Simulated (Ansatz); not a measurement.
Run this with Ansatz 0.2.0 through its Python package and show what comes out.

Input file `ws2.cif`:
```cif
data_WS2
_cell_length_a 3.183209
_cell_length_b 3.183209
_cell_length_c 23.668763
_cell_angle_alpha 90.00000
_cell_angle_beta 90.00000
_cell_angle_gamma 120.00000
_symmetry_space_group_name_H-M 'P 1'
_symmetry_Int_Tables_number 1
loop_
_symmetry_equiv_pos_as_xyz
'x, y, z'
loop_
_atom_site_label
_atom_site_type_symbol
_atom_site_fract_x
_atom_site_fract_y
_atom_site_fract_z
W1 W    0.333333    0.666667    0.637318
W2 W    0.666667    0.333333    0.362682
S3 S    0.333333    0.666667    0.296816
S4 S    0.666667    0.333333    0.571442
S5 S    0.333333    0.666667    0.428558
S6 S    0.666667    0.333333    0.703184
```

The script, `pdos.py`:
```python
"""Projected density of states of WS2."""

import logging
import sys
import warnings

import ansatz
from ase.io import read
import numpy as np

logging.basicConfig(stream=sys.stdout, format="%(levelname)s:%(name)s:%(message)s")
logger = logging.getLogger("calc")
logger.setLevel(logging.INFO)


def main() -> None:
    warnings.simplefilter("ignore", ansatz.DeckWarning)

    atoms = read("ws2.cif")
    system = ansatz.Crystal.from_ase(atoms)

    setup = (
        system.calculation()
        .occupations("fermi_dirac", width=0.1)
        .functional("pbesol")
        .kpoints(9, 9, 2)
        .scf(extra_bands=18)
        .density_of_states(projected=True, method="smearing", broadening_width=0.15, energy_step=0.1)
    )
    def show(event):
        row = event["data"]
        if event["event"] == "scf_iter" and row.get("harris_foulkes_ev") is not None:
            logger.info(f"  iteration {row['iter']:3d}  Harris-Foulkes {row['harris_foulkes_ev']:.5f} eV  residual {row['dr2_ev']:.2e}")


    out = setup.session().plan().execute(on_event=show)
    summary = out.report

    dos = out.density_of_states()
    energy = np.asarray(dos.energies_ev) - dos.fermi_ev
    curves = {}
    for site in out.projected_density_of_states().sites:
        for shell in site.shells:
            weight = sum(np.sum(curve.g_bin_mean_per_ev, axis=0) for curve in shell.curves)
            name = f"{site.species} {shell.label}"
            curves[name] = curves.get(name, 0) + weight

    step = energy[1] - energy[0]
    windows = [(-10, -5), (-5, 0), (0, 6)]
    print("states by shell in windows of E - E_F (eV):", windows)
    for name, g in curves.items():
        print(f"{name:8s}", " ".join(f"{step * g[(energy >= a) & (energy < b)].sum():8.3f}" for a, b in windows))
    filled = (energy < 0) & (energy > -10)
    for name, g in curves.items():
        if g[filled].sum() * step > 0.5:
            logger.info(f"centre of {name}: {np.average(energy[filled], weights=g[filled]):.2f} eV")


if __name__ == "__main__":
    main()
```

```console
$ python pdos.py
INFO:calc:  iteration   1  Harris-Foulkes -24058.12423 eV  residual 1.94e-01
INFO:calc:  iteration   2  Harris-Foulkes -24058.21485 eV  residual 8.16e-01
INFO:calc:  iteration   3  Harris-Foulkes -24058.10266 eV  residual 5.07e-02
INFO:calc:  iteration   4  Harris-Foulkes -24058.10042 eV  residual 7.09e-03
INFO:calc:  iteration   5  Harris-Foulkes -24058.10340 eV  residual 3.65e-04
INFO:calc:  iteration   6  Harris-Foulkes -24058.10410 eV  residual 4.55e-05
INFO:calc:  iteration   7  Harris-Foulkes -24058.10408 eV  residual 1.22e-06
INFO:calc:  iteration   8  Harris-Foulkes -24058.10408 eV  residual 1.35e-07
INFO:calc:  iteration   9  Harris-Foulkes -24058.10408 eV  residual 8.63e-09
states by shell in windows of E - E_F (eV): [(-10, -5), (-5, 0), (0, 6)]
W 5S        0.027    0.003    0.022
W 6S        0.471    0.095    1.172
W 5P        0.056    0.071    0.005
W 5D        2.936    6.110    9.163
S 3S        0.578    0.337    0.588
S 3P        6.355   10.494    5.746
INFO:calc:centre of W 6S: -5.75 eV
INFO:calc:centre of W 5D: -3.90 eV
INFO:calc:centre of S 3S: -4.87 eV
INFO:calc:centre of S 3P: -4.31 eV
```

Caveats:
- Absolute energies stand on the zero of these potentials, so only differences at equal settings mean something. A total without «per atom» is that of the cell as typed.
- No spin polarisation was allowed.
- Along an axis with an odd division the mesh misses the point at one half; a gap read on a finite mesh is an upper bound on this functional's gap.
- Semilocal gaps usually lie well under measured ones.
- The cell holds layers, chains or clusters in vacuum, no bulk phase.
- An opening on this mesh may only mean that it misses a point where bands touch.
- Points of the mesh across the vacuum add cost only.
- The crystal has a gap of about 1.45 eV on the mesh; any density of states at or just above the Fermi level is the tail of the broadening.
- Spin-orbit coupling, which matters for elements this heavy, is left out.
- This cell is a computed structure, which may not be the phase found in nature.
- Curves are summed over the cell's atoms. Only shells that the potentials hold have channels, so projections don't add up to the total, least of all where a shell is missing (p of most metals); heights and places of peaks move with the mesh.
- The computed bands are complete only to about 8.4 eV above the Fermi level; beyond that the density of states is undercounted.
- A band centre counts only the states inside the window taken.
- Wall time of the script: 13 s on 1 thread of Intel(R) Xeon(R) Processor @ 2.30GHz (shared host), peak memory 0.72 GiB.
